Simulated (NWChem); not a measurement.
**Tetragonal strain in BP (zincblende structure): splitting of valleys and valence bands**

The numbers come from NWChem runs, not from measurements. Level: revPBE, default library pseudopotentials (valence charges P 5, B 3), cutoff 30 Ha, shifted 4×4×4 mesh, two-atom cell, no spin-orbit coupling. The cubic cell (a = 4.540 Å, near this level's equilibrium) is stretched by 1 + δ along x and y and by (1 + δ)^−2 along z, at constant volume; symmetry keeps the atoms on their sites. The table gives the lowest empty level on the line to X along z less that along x, and the single valence level at Γ less the pair from which it splits.

```csv
δ,ε_zz − ε_xx,valley splitting (eV),valence splitting (eV)
-0.020,0.0612,0.752,-0.636
-0.010,0.0303,?,?
-0.005,0.0151,0.191,-0.150
0.005,-0.0149,-0.192,0.144
0.010,-0.0297,-0.386,0.282
0.020,-0.0588,-0.778,0.543
```

The valley splitting goes as Ξᵤ(ε_zz − ε_xx) and, without spin-orbit coupling, the valence splitting as 3b(ε_zz − ε_xx). Fit both through zero and predict the withheld row.

Ξᵤ ≈ 12.8 eV and 3b ≈ -9.8 eV, so b ≈ -3.3 eV; the rows leave the lines by up to 0.036 eV. Predicted against computed: valley 0.387 against 0.380 eV, valence -0.297 against -0.305 eV.
